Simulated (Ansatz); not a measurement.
# Br, space group I4/mmm: Fermi-surface readings

With Ansatz 0.2.0 through its Python package.

Interactive session:
```pycon
>>> import ansatz
>>> from pymatgen.core import Lattice, Structure
>>> from pymatgen.io.ase import AseAtomsAdaptor
>>> pmg_structure = Structure(
...     Lattice([(-1.42349, 1.42349, 3.57752), (1.42349, -1.42349, 3.57752), (1.42349, 1.42349, -3.57752)]),
...     ['Br'],
...     [
...         (0.0, 0.0, 0.0),
...     ],
... )
>>> br = ansatz.Crystal.from_ase(AseAtomsAdaptor.get_atoms(pmg_structure))
>>> model = (
...     br.calculation()
...     .kpoints(6, 6, 6, center='gamma')
...     .basis(630)
...     .scf(tolerance=1e-08, max_iterations=80, lower_state_search='off', algorithm='direct_min')
...     .functional(ansatz.Functional.PBESOL)
...     .occupations('gaussian', width=0.1)
...     .eigenstates(nscf_kmesh=(16, 16, 16), level_slopes=True)
... )
>>> surface = model.run(threads=1).fermi_surface().to_plain()
DeckWarning: scf.convergence.dr2_threshold = 1e-8 eV is looser than 1e-11 eV, the default for `output.eigenstates.de_dk` on PAW and all-electron files: empty levels that such a close leaves unsettled can have slopes far off; leave [...]
>>> for way, reading in surface.items():
...     if reading:
...         rho_lambda = [f'{v:.3e}' for v in reading['resistivity_times_mean_free_path_ohm_m2']]
...         print(f'{way:24s} area {reading["spin_summed_area_per_ang2"]:8.3f} 1/A^2  rho*lambda (ohm m^2) {rho_lambda}')
...
by_tetrahedra            area   30.764 1/A^2  rho*lambda (ohm m^2) ['6.750e-16', '6.750e-16', '1.795e-14']
by_slopes                area   27.313 1/A^2  rho*lambda (ohm m^2) ['7.466e-16', '7.466e-16', '6.769e-13']
on_every_second_point    area   29.926 1/A^2  rho*lambda (ohm m^2) ['7.141e-16', '7.141e-16', '7.361e-15']
```

Caveats:
- These settings explore the input space; cutoff and mesh may be short of convergence.
- The cell holds an odd number of electrons and is run without spin, so a magnetic state may lie lower.
- The mesh is modest for a metal, so energies can be off by several to tens of meV an atom and pressures by half a GPa or more; differences at equal mesh fare better.
- This isn't the structure that Br takes at ambient conditions.
- Warnings are shown shortened and without file and line.
- The three readings differ by the mesh error.
- Run time: 5.4 s on 1 thread of AMD EPYC 7R43 64-Core Processor (Zen 3) (shared host), peak memory 0.46 GiB.

(Lines on the test bed's own set-up are left out of the output.)
